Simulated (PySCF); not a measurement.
# triplet SiH2Br2: levels of theory compared

Wanted: a comparison of 6 runs (UHF/3-21G, U-r2SCAN/def2-SVP, U-wB97M-V/def2-SVP, UB3LYP/def2-SVP, UM06-L/def2-SVP, UPBE0/def2-SVP) of triplet SiH2Br2. Input form: a Python script.

Program for the calculation: PySCF 2.14.0.

3 further runs of the same task are left out: 3 set aside as unsound or not needed.

## 1. Starting point

The species is SiH2Br2 (5 atoms), meant as a triplet with charge 0. SMILES of the parent species: `Br[SiH2]Br`. The shape is that of a PBE0-D4/def2-TZVP optimisation. That shape belongs to the parent species and isn't relaxed for this state.

Bond lengths: Br1–Si2 2.207 Å, Si2–Br3 2.207 Å, Si2–H4 1.476 Å, Si2–H5 1.476 Å. Angles: Br1–Si2–Br3 110.8°, Br1–Si2–H4 108.4°, Br1–Si2–H5 108.4°, Br3–Si2–H4 108.4°, Br3–Si2–H5 108.4°, H4–Si2–H5 112.5°.

## 2. A single-point energy at UHF/3-21G (run 1)

Input file calc.py:

```python
from pyscf import gto, scf

system = gto.M(
    atom='''
Br  -1.672690  -1.239290   0.362310
Si   0.158230  -0.046290   0.054680
Br  -0.295570   1.814160  -1.042010
H    1.103430  -0.843230  -0.751710
H    0.706590   0.314640   1.376730
''',
    max_memory=1860,
    basis='3-21g',
    spin=2,
    verbose=4,
)

hf = scf.UHF(system)
hf.conv_tol = 1e-10
hf.kernel()
if not hf.converged:
    hf = hf.newton().run(hf.mo_coeff, hf.mo_occ)

energy = hf.e_tot
print(f'total energy: {energy:.8f} hartree')
```

Started as:

```sh
$ OMP_NUM_THREADS=1 python calc.py
```

The log of the run:

```text
PySCF version 2.14.0

[INPUT] num. atoms = 5
[INPUT] num. electrons = 86
[INPUT] charge = 0
[INPUT] spin (= nelec alpha-beta = 2S) = 2
[INPUT] symmetry False subgroup None
[INPUT] Mole.unit = angstrom
[INPUT] Symbol           X                Y                Z      unit          X                Y                Z       unit  Magmom
[INPUT]  1 Br    -1.672690000000  -1.239290000000   0.362310000000 AA   -3.160925991299  -2.341918688912   0.684666672191 Bohr   0.0
[INPUT]  2 Si     0.158230000000  -0.046290000000   0.054680000000 AA    0.299011364690  -0.087475422306   0.103330224491 Bohr   0.0
[INPUT]  3 Br    -0.295570000000   1.814160000000  -1.042010000000 AA   -0.558546350638   3.428265546141  -1.969113519058 Bohr   0.0
[INPUT]  4 H      1.103430000000  -0.843230000000  -0.751710000000 AA    2.085180497629  -1.593473760017  -1.420526025097 Bohr   0.0
[INPUT]  5 H      0.706590000000   0.314640000000   1.376730000000 AA    1.335261582356   0.594583427833   2.601642647472 Bohr   0.0

[... 33 lines left out ...]
[... the frontier-level lines of each cycle are left out ...]
[... 11 lines left out ...]
[... 11 lines left out ...]
[... 11 lines left out ...]
[... 11 lines left out ...]
[... 11 lines left out ...]
[... 5 lines left out ...]

cycle= 13 E= -5408.43350543717  delta_E= -2.65e-08  |g|= 2.65e-05  |ddm|= 0.00192


cycle= 14 E= -5408.4335054401  delta_E= -2.93e-09  |g|= 6.62e-06  |ddm|= 0.000458


cycle= 15 E= -5408.43350544029  delta_E= -1.98e-10  |g|= 2.19e-06  |ddm|= 0.000115


cycle= 16 E= -5408.43350544031  delta_E= -1.82e-11  |g|= 9.49e-07  |ddm|= 2.29e-05


Extra cycle  E= -5408.43350544029  delta_E= 2.18e-11  |g|= 6.47e-07  |ddm|= 7.85e-06
converged SCF energy = -5408.43350544029  <S^2> = 2.0101067  2S+1 = 3.0067303
total energy: -5408.43350544 hartree
```

It took 0.97 s on 1 thread of Arm Neoverse V2, shared host; peak memory 0.12 GiB.

## 3. A single-point energy at U-r2SCAN/def2-SVP (run 2)

Input file input.py:

```python
from pyscf import gto, dft

system = gto.M(
    atom='''
Br      -1.672690      -1.239290       0.362310
Si       0.158230      -0.046290       0.054680
Br      -0.295570       1.814160      -1.042010
H        1.103430      -0.843230      -0.751710
H        0.706590       0.314640       1.376730
''',
    spin=2,
    max_memory=1860,
    verbose=3,
    basis='def2-svp',
)

mf = dft.UKS(system)
mf.xc = 'r2scan'
mf.conv_tol = 1e-10
mf.grids.level = 5
mf.kernel()
if not mf.converged:
    mf = mf.newton().run(mf.mo_coeff, mf.mo_occ)

e_final = mf.e_tot
print(f'total energy: {e_final:.8f} hartree')
```

Started as:

```sh
$ OMP_NUM_THREADS=1 python input.py
```

The log of the run:

```text
WARN: HOMO -0.0506067424029082 >= LUMO -0.313460546857404

WARN: HOMO -0.0484231978267808 >= LUMO -0.261741542762886

WARN: HOMO -0.0536046235381256 >= LUMO -0.273153139239002

WARN: HOMO -0.0551465595817433 >= LUMO -0.273859173295999

WARN: HOMO -0.0544831672951052 >= LUMO -0.273163938746976

WARN: HOMO -0.0544450794382265 >= LUMO -0.273913775008894

WARN: HOMO -0.0553433033761728 >= LUMO -0.273135417894663

WARN: HOMO -0.0543785546051754 >= LUMO -0.272466735927222

WARN: HOMO -0.054516863873582 >= LUMO -0.272589145224317

WARN: HOMO -0.0544455606459393 >= LUMO -0.272547463938609

WARN: HOMO -0.054414374100352 >= LUMO -0.272516169054363

WARN: HOMO -0.0544127616294268 >= LUMO -0.272515622616807

WARN: HOMO -0.0544124455693771 >= LUMO -0.272515188145442

WARN: HOMO -0.0544125028572044 >= LUMO -0.272513883647671

WARN: HOMO -0.0544121483126574 >= LUMO -0.272513782155091

WARN: HOMO -0.0544121729085365 >= LUMO -0.272513852096355

WARN: HOMO -0.0544121826772699 >= LUMO -0.272513795388703

converged SCF energy = -5438.10624678063  <S^2> = 2.0037264  2S+1 = 3.0024832
total energy: -5438.10624678 hartree
```

It took 77 s on 1 thread of Arm Neoverse V2, shared host; peak memory 0.51 GiB.

Runs 3 to 5 aren't shown in full; the table further down has their settings and results.

## 4. A single-point energy at UPBE0/def2-SVP (run 6)

Input file calc.py:

```python
from pyscf import gto, dft

molecule = gto.M(
    atom='''
Br    -1.672690    -1.239290     0.362310
Si     0.158230    -0.046290     0.054680
Br    -0.295570     1.814160    -1.042010
H      1.103430    -0.843230    -0.751710
H      0.706590     0.314640     1.376730
''',
    spin=2,
    max_memory=1860,
    basis='def2-svp',
    charge=0,
    verbose=4,
)

mf = dft.UKS(molecule)
mf.xc = 'pbe0'
mf.conv_tol = 1e-10
mf.grids.level = 5
mf.kernel()
if not mf.converged:
    mf = mf.newton().run(mf.mo_coeff, mf.mo_occ)

e_final = mf.e_tot
print('E(%s) = %.9f' % ('PBE0', e_final))
```

Started as:

```sh
$ OMP_NUM_THREADS=1 python calc.py
```

The log of the run:

```text
PySCF version 2.14.0

[INPUT] num. atoms = 5
[INPUT] num. electrons = 86
[INPUT] charge = 0
[INPUT] spin (= nelec alpha-beta = 2S) = 2
[INPUT] symmetry False subgroup None
[INPUT] Mole.unit = angstrom
[INPUT] Symbol           X                Y                Z      unit          X                Y                Z       unit  Magmom
[INPUT]  1 Br    -1.672690000000  -1.239290000000   0.362310000000 AA   -3.160925991299  -2.341918688912   0.684666672191 Bohr   0.0
[INPUT]  2 Si     0.158230000000  -0.046290000000   0.054680000000 AA    0.299011364690  -0.087475422306   0.103330224491 Bohr   0.0
[INPUT]  3 Br    -0.295570000000   1.814160000000  -1.042010000000 AA   -0.558546350638   3.428265546141  -1.969113519058 Bohr   0.0
[INPUT]  4 H      1.103430000000  -0.843230000000  -0.751710000000 AA    2.085180497629  -1.593473760017  -1.420526025097 Bohr   0.0
[INPUT]  5 H      0.706590000000   0.314640000000   1.376730000000 AA    1.335261582356   0.594583427833   2.601642647472 Bohr   0.0

[... 40 lines left out ...]
[... the frontier-level lines of each cycle are left out ...]
[... 5 lines left out ...]
[... 5 lines left out ...]
[... 5 lines left out ...]
[... 5 lines left out ...]
[... 5 lines left out ...]
[... 5 lines left out ...]
[... 5 lines left out ...]
[... 5 lines left out ...]
[... 5 lines left out ...]
[... 5 lines left out ...]

cycle= 11 E= -5437.42145948665  delta_E= -3.39e-09  |g|= 1.22e-05  |ddm|= 0.000677


cycle= 12 E= -5437.42145948709  delta_E= -4.45e-10  |g|= 6.9e-06  |ddm|= 0.000226


cycle= 13 E= -5437.42145948728  delta_E= -1.9e-10  |g|= 5.29e-06  |ddm|= 0.000148


cycle= 14 E= -5437.42145948737  delta_E= -8.91e-11  |g|= 4.64e-06  |ddm|= 8.55e-05


Extra cycle  E= -5437.42145948735  delta_E= 2.09e-11  |g|= 1.12e-05  |ddm|= 9.04e-05
converged SCF energy = -5437.42145948735  <S^2> = 2.0031737  2S+1 = 3.0021151
E(PBE0) = -5437.421459487
```

Run time: 37 s. Hardware: 1 thread of Arm Neoverse V2, shared host; peak memory 0.5 GiB.

## 5. The series

| run | level | integration grid | nlc grid | energy (Eh) | dipole moment (D) | HOMO energy (eV) | ⟨S²⟩ | wall time |
| --- | --- | --- | --- | --- | --- | --- | --- | --- |
| 1 | UHF/3-21G | – | – | -5408.433505 | 1.48 | -4.32 | 2.010 | 0.97 s |
| 2 | U-r2SCAN/def2-SVP | 5 | – | -5438.106247 | 0.77 | -1.48 | 2.004 | 77 s |
| 3 | U-wB97M-V/def2-SVP | 5 | 1 | -5437.809983 | 0.79 | -3.85 | 2.004 | 2.4 min |
| 4 | UB3LYP/def2-SVP | 5 | – | -5438.214302 | 0.64 | -1.89 | 2.003 | 35 s |
| 5 | UM06-L/def2-SVP | 5 | – | -5437.955298 | 0.58 | -1.24 | 2.003 | 93 s |
| 6 | UPBE0/def2-SVP | 5 | – | -5437.421459 | 0.72 | -2.17 | 2.003 | 37 s |

## 6. Results

```
                                 quantity           value
                      run 6: total energy  -5437.42146 Eh
                     run 6: dipole moment          0.72 D
run 6: HOMO energy (highest over α and β)        -2.17 eV
                              run 6: ⟨S²⟩           2.003
```

The dipole moment (its size) runs from 0.58 D (UM06-L/def2-SVP) to 1.48 D (UHF/3-21G). The two ends differ in method and basis. Totals of different functionals can't be ranked against each other. All runs together took 6.5 min, the longest 2.4 min.
